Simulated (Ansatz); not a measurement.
# CH7B2N: the cost of one run

Method: RKS PBE0/def2-SVP, in Ansatz 0.2.0.

**1. The structure to begin with**

Bond lengths: B1–N2 1.496 Å, N2–B3 1.508 Å, N2–C4 1.509 Å, B1–H5 1.228 Å, B1–H6 1.225 Å, B3–H7 1.245 Å, B3–H8 1.135 Å, C4–H9 1.054 Å, C4–H10 1.113 Å, C4–H11 1.133 Å. Angles (14 of 15 angles, heavy atoms first): B1–N2–B3 107.0°, B1–N2–C4 107.8°, B3–N2–C4 108.9°, N2–B1–H5 119.1°, N2–B1–H6 120.4°, N2–B3–H7 120.2°, N2–B3–H8 123.4°, N2–C4–H9 111.6°, N2–C4–H10 105.6°, N2–C4–H11 105.2°, H5–B1–H6 109.9°, H7–B3–H8 116.4°, H9–C4–H10 114.5°, H9–C4–H11 114.1°.

Coordinates:

```xyz
11

B    -0.3533    1.3840    0.0502
N    -0.5290   -0.1015    0.0239
B    -0.0406   -0.6259    1.3512
C     0.3499   -0.6508   -1.0735
H    -0.3891    2.0084   -1.0062
H    -0.8550    2.0524    0.9460
H     1.1429   -0.4504    1.6963
H    -0.6878   -1.2324    2.0595
H     1.3566   -0.3655   -0.9444
H    -0.1101   -0.3047   -2.0263
H     0.1808   -1.7706   -1.0561
```

**2. Relaxing end A**

The input, input.yaml:

```yaml
crystal:
  periodic: [false, false, false]
  atoms:
    - { symbol: B, position_ang: [-0.3533, 1.384, 0.0502] }
    - { symbol: "N", position_ang: [-0.529, -0.1015, 0.0239] }
    - { symbol: B, position_ang: [-0.0406, -0.6259, 1.3512] }
    - { symbol: C, position_ang: [0.3499, -0.6508, -1.0735] }
    - { symbol: H, position_ang: [-0.3891, 2.0084, -1.0062] }
    - { symbol: H, position_ang: [-0.855, 2.0524, 0.946] }
    - { symbol: H, position_ang: [1.1429, -0.4504, 1.6963] }
    - { symbol: H, position_ang: [-0.6878, -1.2324, 2.0595] }
    - { symbol: H, position_ang: [1.3566, -0.3655, -0.9444] }
    - { symbol: H, position_ang: [-0.1101, -0.3047, -2.0263] }
    - { symbol: H, position_ang: [0.1808, -1.7706, -1.0561] }
basis:
  gaussian: { orbitals: def2-SVP }
hamiltonian:
  xc: pbe0
relax:
  f_tol: 0.015
  max_steps: 40
```

Started as:

```sh
$ ansatz run input.yaml --threads 1 --pin off --max-ram 2048MiB --backend cpu --events-out ev --progress --plain --runs-dir out
```

Q: Estimate wall time and peak memory on 1 thread of Intel Xeon Platinum 8488C (Sapphire Rapids), shared host.

About 30 s, with a peak of 0.18 GiB.
